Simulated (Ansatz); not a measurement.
# CH8O2Si2: a ladder of functionals and wavefunction methods

An exercise on one series of results from a longer session: the logs are not shown, and one member is left open.

Program: Ansatz 0.2.0, Gaussian basis. Level of theory: functionals in def2-TZVPP, the program's frozen cores in correlated methods. These are calculated values, not measurements.

The runs, in order: PBE-D4, r2SCAN-D4, PBE0-D4, B3LYP-D4, ωB97X-V, ωB97M-V, B2PLYP; CCSD(T)/def2-TZVPP; MP2/def2-QZVPP; extrapolation to the limit.

### The relaxed structure

An earlier PBE0-D4 in a triple-zeta def2 set relaxation fixed the geometry.

SMILES `CO[SiH2][SiH2]O`, 13 atoms, charge 0, spin multiplicity 1.

Atoms are counted from 1 here; the program's logs count them from 0.

Bond lengths: C1–O2 1.408 Å, C1–H6 1.096 Å, C1–H7 1.096 Å, C1–H8 1.091 Å, O2–Si3 1.649 Å, Si3–Si4 2.341 Å, Si3–H9 1.494 Å, Si3–H10 1.494 Å, Si4–O5 1.656 Å, Si4–H11 1.492 Å, Si4–H12 1.492 Å, O5–H13 0.958 Å. Angles: O2–C1–H6 111.4°, O2–C1–H7 111.4°, O2–C1–H8 108.4°, H6–C1–H7 108.5°, H6–C1–H8 108.5°, H7–C1–H8 108.5°, C1–O2–Si3 122.5°, O2–Si3–Si4 105.4°, O2–Si3–H9 110.5°, O2–Si3–H10 110.5°, Si4–Si3–H9 111.9°, Si4–Si3–H10 111.9°, H9–Si3–H10 106.7°, Si3–Si4–O5 105.7°, Si3–Si4–H11 111.0°, Si3–Si4–H12 111.0°, O5–Si4–H11 111.2°, O5–Si4–H12 111.2° and more.

Set-up of the first run:

Contents of in.yaml:

```yaml
crystal:
  periodic: [false, false, false]
  atoms:
    - {symbol: C, position_ang: [-2.076127, 1.456523, -0.670647]}
    - {symbol: O, position_ang: [-1.027843, 0.516538, -0.707470]}
    - {symbol: Si, position_ang: [0.010220, 0.298397, 0.555285]}
    - {symbol: Si, position_ang: [1.485927, -1.382162, -0.136749]}
    - {symbol: O, position_ang: [2.531315, -1.607677, 1.127043]}
    - {symbol: H, position_ang: [-1.694565, 2.476490, -0.543201]}
    - {symbol: H, position_ang: [-2.777345, 1.242342, 0.144613]}
    - {symbol: H, position_ang: [-2.618011, 1.404680, -1.616594]}
    - {symbol: H, position_ang: [0.724847, 1.571621, 0.870988]}
    - {symbol: H, position_ang: [-0.739877, -0.090810, 1.787074]}
    - {symbol: H, position_ang: [2.213844, -0.978365, -1.375212]}
    - {symbol: H, position_ang: [0.750008, -2.639174, -0.460771]}
    - {symbol: H, position_ang: [3.217586, -2.268404, 1.025611]}
basis:
  gaussian: {orbitals: def2-TZVPP}
hamiltonian: {xc: pbe, dispersion: d4}
output: {forces: true, orbitals: {seedname: orbitals}}
```

Launch:

```sh
$ ansatz run in.yaml --threads 2 --pin off --events-out ev --progress --plain --max-ram 20480MiB --backend cuda --devices 0, --max-vram 18GiB
```

Among the steps run: PBE-D4 (GGA); r2SCAN-D4 (meta-GGA); PBE0-D4 (hybrid); B3LYP-D4 (hybrid); ωB97X-V (range-separated); ωB97M-V (range-separated); B2PLYP (double hybrid); CCSD(T) in def2-TZVPP; MP2 in def2-QZVPP.

One table of the session follows, with a row left open; its other results are not shown here.

| method | atomisation energy (kJ/mol) |
| --- | --- |
| PBE-D4 | 4571.3 |
| r2SCAN-D4 | 4551.6 |
| PBE0-D4 | 4508.0 |
| B3LYP-D4 | ? |
| ωB97X-V | 4577.0 |
| ωB97M-V | 4559.6 |
| B2PLYP | 4498.8 |
| HF/def2-TZVPP | 3342.2 |
| MP2/def2-TZVPP | 4488.7 |
| CCSD/def2-TZVPP | 4389.2 |
| CCSD(T)/def2-TZVPP | 4443.1 |
| MP2/CBS | 4615.7 |
| CCSD(T)/CBS | 4570.1 |

**Question.** Estimate the row for B3LYP-D4.

The run gave: atomisation energy (kJ/mol): 4546.3. In the column «atomisation energy (kJ/mol)» it lies between PBE0-D4 (4508.0) and r2SCAN-D4 (4551.6).
